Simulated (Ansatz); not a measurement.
# LuC: the cost of one run

Program: Ansatz 0.2.0. Level of theory: DFT r²SCAN, scalar-relativistic, plane waves, PAW. These are calculated values, not measurements.

### 1 The starting structure

The structure is hexagonal, space group P-6m2 (No. 187). Conventional cell: a = 3.509 Å, b = 3.509 Å, c = 2.860 Å, α = 90.00°, β = 90.00°, γ = 120.00°. Lu (site symmetry -6m2) has 6 C at 2.48 Å in its first shell of neighbours. C (site symmetry -6m2) has 6 Lu at 2.48 Å in its first shell of neighbours.

Structure file:

```cif
data_structure
_symmetry_space_group_name_H-M 'P 1'
_symmetry_Int_Tables_number 1
_cell_length_a 3.5093
_cell_length_b 3.5093
_cell_length_c 2.8600
_cell_angle_alpha 90.000
_cell_angle_beta 90.000
_cell_angle_gamma 120.000
_cell_volume 30.50
loop_
_atom_site_label
_atom_site_type_symbol
_atom_site_fract_x
_atom_site_fract_y
_atom_site_fract_z
_atom_site_occupancy
Lu1 Lu 0.00000 0.00000 0.00000 1
C1 C 0.66667 0.33333 0.50000 1
```

This cell comes from an earlier session at r²SCAN: 15.251 Å³/atom at -0.15 GPa, on a 12×12×12 mesh.

The changes: atom 1 (Lu) moved 0.2 Å along y; strain e4 = +0.03, atoms carried along; all atoms moved at random (σ = 0.03 Å), cell strained at random (1 %).

### 2 Atom 1 (Lu) moved 0.2 Å along y

input.yaml reads:

```yaml
crystal:
  lattice:
    - [3.5092748278, 0.0, 0.0]
    - [-1.7546374139, 3.0391211497, 0.0]
    - [0.0, 0.0, 2.8600168872]
  atoms:
    - { symbol: Lu, position: [0.0329042493, 0.0658084986, 0.0] }
    - { symbol: C, position: [0.6666666667, 0.3333333333, 0.5] }
basis:
  ecutwfc: 500
  ecutrho_ratio: 4
kpoints:
  mp_grid: { grid: [12, 12, 12] }
hamiltonian:
  xc: r2scan
scf:
  occupations: { method: gaussian, width: 0.05 }
output:
  forces: true
  stress: true
  eigenvalues: true
  write_density: true
  write_potential: true
  elf: true
  volumetric_format: npy
```

Started as:

```
ansatz run input.yaml --threads 2 --pin off --max-ram 2662MiB --backend cpu --events-out ev --progress --plain --runs-dir out
```

**Question.** How long does this run take on 2 threads of Arm Neoverse N1, shared host, and how much memory does it need?

About 54 s, with a peak of 0.57 GiB.
